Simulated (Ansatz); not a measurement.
# SiGeH3 (doublet): from Hartree-Fock to the top rungs at a displaced geometry (v2), cc-pVDZ

One table from this session's results is given with a row withheld; the runs are named, their logs left out.

The runs use Ansatz 0.2.0, Gaussian basis; cc-pVDZ, core rule «outside noble gas», up to 19 orbitals frozen.

To be run: UHF; CCSD(T) on ROHF; CCSD(T) on UHF; BCCD(T) on ROHF; CISD; CCSDT(Q) on ROHF; CCSDT(Q) on UHF.

20 further runs of the same task are left out: 9 that didn't finish, 11 set aside as unsound or not needed.

**The system**

The geometry is a PBE0/def2-TZVP stationary point (not a proven minimum) with its atoms shifted at random (size 0.100 Å). No spin-orbit coupling is included. The filled d shell of Ge may be among the frozen orbitals whatever the setting's name suggests; the logs give the count.

5 atoms, charge 0, spin multiplicity 2.

Atoms are counted from 1 here; the program's logs count them from 0.

Bond lengths: Si1–Ge2 2.434 Å, Si1–H3 1.413 Å, Si1–H4 1.441 Å, Si1–H5 1.585 Å. Angles: Ge2–Si1–H3 106.3°, Ge2–Si1–H4 116.0°, Ge2–Si1–H5 109.5°, H3–Si1–H4 108.3°, H3–Si1–H5 109.7°, H4–Si1–H5 106.9°.

Coordinates:

```xyz
5
GeH3Si
Si    0.1115   -0.0039    1.6853
Ge   -0.0489    0.0045   -0.7433
H     1.4909   -0.0280    1.9922
H    -0.4830    1.1211    2.3607
H    -0.5861   -1.3066    2.2578
```

Set-up of the first run:

in.yaml reads:

```yaml
crystal:
  periodic: [false, false, false]
  atoms:
    - {symbol: Si, position_ang: [0.111454, -0.003902, 1.685307]}
    - {symbol: Ge, position_ang: [-0.048945, 0.004472, -0.743337]}
    - {symbol: H, position_ang: [1.490863, -0.027983, 1.992220]}
    - {symbol: H, position_ang: [-0.482985, 1.121057, 2.360727]}
    - {symbol: H, position_ang: [-0.586095, -1.306609, 2.257844]}
basis:
  gaussian: {orbitals: cc-pVDZ}
magnetization: {spin_polarized: true, initial_magnetization: 1}
hamiltonian: {xc: hf}
output: {orbitals: {seedname: orbitals}}
```

Launch:

```bash
$ ansatz run in.yaml --threads 1 --pin off --events-out ev --progress --plain --max-ram 2393MiB
```

Among the steps run: UHF; CCSD(T) on ROHF; CCSD(T) on UHF; BCCD(T) on ROHF; CISD; CCSDT(Q) on ROHF; CCSDT(Q) on UHF.

One table of the session follows, with a row left open; its other results are not shown here.

```
   method  from UCCSDT(Q) (kJ/mol)
     ROHF                   +553.3
      UHF                   +544.3
     RMP2                   +127.3
     UMP2                   +130.9
     CISD                    +62.9
    RCCSD                    +17.2
    UCCSD                    +16.9
 RCCSD(T)                     +3.8
 UCCSD(T)                     +3.6
  BCCD(T)                     +3.7
   RCCSDT                        ?
   UCCSDT                     +0.6
RCCSDT(Q)                     +0.3
UCCSDT(Q)                        0
```

Q: Estimate the row for RCCSDT from the others.

As computed: from UCCSDT(Q) (kJ/mol): +0.9. In the column «from UCCSDT(Q) (kJ/mol)» it lies between UCCSDT (+0.6) and UCCSD(T) (+3.6).

Caveats from the session: Restricted and unrestricted rows rest on different reference determinants; where their highest levels disagree by more than a few hundredths of an eV, they describe different states and don't form one ladder.
